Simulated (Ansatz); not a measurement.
# CH6NOSi: the cost of one run

All numbers below are computed with Ansatz 0.2.0 (RKS PBE-D4/def2-SVP).

**1. The starting structure**

Bond lengths: N1–Si2 1.731 Å, Si2–C3 1.776 Å, C3–O4 1.483 Å, N1–H5 1.014 Å, N1–H6 1.013 Å, Si2–H7 1.438 Å, C3–H8 1.074 Å, O4–H9 0.979 Å, O4–H10 0.990 Å. Angles: N1–Si2–C3 102.8°, N1–Si2–H7 126.3°, C3–Si2–H7 130.7°, Si2–N1–H5 118.0°, Si2–N1–H6 117.5°, H5–N1–H6 106.9°, Si2–C3–O4 116.3°, Si2–C3–H8 130.7°, O4–C3–H8 110.7°, C3–O4–H9 109.3°, C3–O4–H10 102.8°, H9–O4–H10 110.5°.

Structure file:

```xyz
10

N    -0.7346    1.1441   -0.5718
Si   -0.3719   -0.4819   -1.0422
C     0.5784   -1.0865    0.3304
O     0.6181   -0.2221    1.5348
H    -0.3679    1.8971   -1.1425
H    -1.7027    1.3697   -0.3744
H    -0.6947   -1.0955   -2.3022
H     0.9254   -2.0760    0.5608
H     1.5503   -0.0656    1.7904
H     0.1996    0.6168    1.2167
```

**2. End point A**

The input, input.yaml:

```yaml
crystal:
  periodic: [false, false, false]
  atoms:
    - { symbol: "N", position_ang: [-0.73459, 1.14408, -0.57183] }
    - { symbol: Si, position_ang: [-0.37194, -0.48194, -1.04225] }
    - { symbol: C, position_ang: [0.57839, -1.08654, 0.33037] }
    - { symbol: O, position_ang: [0.61806, -0.22212, 1.53484] }
    - { symbol: H, position_ang: [-0.36786, 1.89713, -1.14249] }
    - { symbol: H, position_ang: [-1.70271, 1.36965, -0.37438] }
    - { symbol: H, position_ang: [-0.69466, -1.09551, -2.30222] }
    - { symbol: H, position_ang: [0.92541, -2.07601, 0.56078] }
    - { symbol: H, position_ang: [1.55034, -0.06556, 1.79043] }
    - { symbol: H, position_ang: [0.19956, 0.61681, 1.21675] }
total_charge: 1
basis:
  gaussian: { orbitals: def2-SVP }
hamiltonian:
  xc: pbe
  dispersion: d4
relax:
  f_tol: 0.015
  max_steps: 40
```

Run with:

```sh
> ansatz run input.yaml --threads 1 --pin off --max-ram 2048MiB --backend cpu --events-out ev --progress --plain --runs-dir out
```

Q: Estimate wall time and peak memory on 1 thread of Arm Neoverse V1, shared host.

About 61 s, with a peak of 0.14 GiB.
